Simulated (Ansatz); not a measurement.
# BClH₂O₂: up Jacob's ladder to CCSD(T)

Aim: compute BClH₂O₂ with functionals from several rungs and with coupled cluster. The yardstick is the atomisation energy at the CCSD(T) limit.

Computed with Ansatz 0.2.0, Gaussian basis. Level: functionals in def2-TZVPP, the program's frozen cores in correlated methods.

Plan: LDA (SPW92), PBE-D4, revPBE-D4, BLYP-D4, r2SCAN-D4, B97M-V, PBE0-D4, B3LYP-D4, r2SCANh-D4, r2SCAN0-D4, HSE06-D4, BHLYP-D4, CAM-B3LYP-D4, LC-ωPBE, ωB97X-V, ωB97M-V, B2PLYP, PBE-QIDH; CCSD(T)/def2-SVP; CCSD(T)/def2-TZVPP; CCSD(T)/def2-QZVPP; extrapolation to the limit; RPA on PBE.

### 1 The geometry

An earlier PBE0-D4 in a triple-zeta def2 set relaxation fixed the geometry.

SMILES `OB(O)Cl`, 6 atoms, charge 0, spin multiplicity 1.

Atoms are counted from 1 here; the program's logs count them from 0.

Bond lengths: O1–B2 1.357 Å, O1–H5 0.960 Å, B2–O3 1.349 Å, B2–Cl4 1.771 Å, O3–H6 0.962 Å. Angles: B2–O1–H5 113.5°, O1–B2–O3 121.0°, O1–B2–Cl4 120.9°, O3–B2–Cl4 118.0°, B2–O3–H6 112.0°.

Coordinates:

```
O     0.1578    1.0254   -0.4421
B    -0.1280   -0.2276   -0.0073
O     0.6092   -0.8139    0.9581
Cl   -1.4814   -1.1414   -0.6917
H    -0.4344    1.3365   -1.1300
H     1.3190   -0.2430    1.2670
```

### 2 LDA

This LDA is Slater exchange with PW92 correlation.

Contents of in.yaml:

```yaml
crystal:
  periodic: [false, false, false]
  atoms:
    - {symbol: O, position_ang: [0.157763, 1.025353, -0.442076]}
    - {symbol: B, position_ang: [-0.128038, -0.227550, -0.007300]}
    - {symbol: O, position_ang: [0.609247, -0.813859, 0.958057]}
    - {symbol: Cl, position_ang: [-1.481443, -1.141367, -0.691707]}
    - {symbol: H, position_ang: [-0.434413, 1.336483, -1.130037]}
    - {symbol: H, position_ang: [1.318984, -0.242961, 1.266962]}
basis:
  gaussian: {orbitals: def2-TZVPP}
hamiltonian: {xc: lda}
output: {orbitals: {seedname: orbitals}}
```

The run is started by

```console
> ansatz run in.yaml --threads 2 --pin off --events-out ev --progress --plain --max-ram 32768MiB --backend cpu
```

Further steps of the session: PBE-D4 (GGA); revPBE-D4 (GGA); BLYP-D4 (GGA); r2SCAN-D4 (meta-GGA); B97M-V (meta-GGA); B3LYP-D4 (hybrid); r2SCANh-D4 (hybrid); r2SCAN0-D4 (hybrid); HSE06-D4 (hybrid); BHLYP-D4 (hybrid); CAM-B3LYP-D4 (range-separated); LC-ωPBE (range-separated); ωB97X-V (range-separated); ωB97M-V (range-separated); B2PLYP (double hybrid); PBE-QIDH (double hybrid); CCSD(T) in def2-SVP; CCSD(T) in def2-TZVPP; CCSD(T) in def2-QZVPP; RPA on PBE orbitals.

Before running them: what should the planned runs give, taken together? Wanted: atomisation energy, CCSD(T)/CBS; farthest beyond LDA; mean size of error, GGA; mean size of error, meta-GGA; mean size of error, hybrid; mean size of error, range-separated; mean size of error, double hybrid; gap, smallest and largest; T1 diagnostic.

**Answer**, as computed:

| quantity | value |
| --- | --- |
| atomisation energy, CCSD(T)/CBS | 599.0 kcal/mol |
| functionals within 3.0 kcal/mol (0.5 %) | BLYP-D4, B97M-V, PBE0-D4, r2SCANh-D4, HSE06-D4, CAM-B3LYP-D4, LC-ωPBE, ωB97X-V |
| farthest beyond LDA | BHLYP-D4 (-27.2 kcal/mol) |
| mean size of error, GGA | 6.9 kcal/mol |
| mean size of error, meta-GGA | 3.9 kcal/mol |
| mean size of error, hybrid | 7.1 kcal/mol |
| mean size of error, range-separated | 1.9 kcal/mol |
| mean size of error, double hybrid | 4.7 kcal/mol |
| gap, smallest and largest | 7.10 eV (BLYP-D4), 14.63 eV (LC-ωPBE) |
| T1 diagnostic | 0.0114 |
| triples share of the correlation energy | 3.7 % |

LDA overbinds by 99.6 kcal/mol (17 %). PBE-D4 is off by +15.9 kcal/mol. Double hybrids carry the basis error of their MP2 part in triple zeta, and no dispersion term here, so their miss is partly the set-up's. By mean error the best rung here is range-separated (1.9 kcal/mol) and the worst beyond LDA is hybrid (7.1 kcal/mol). The mean of the hybrids holds BHLYP, with half exact exchange. The reference freezes the cores and leaves out relativity and excitations past (T), so misses under about 3.0 kcal/mol can't be ranked. Hartree-Fock recovers 72 % of the binding; the rest is correlation. CCSD(T) in def2-SVP is off by -31.7 kcal/mol, so the small basis spoils what the method gains. The gap grows from 7.1 to 14.6 eV across the functionals, mostly with the share of exact exchange.
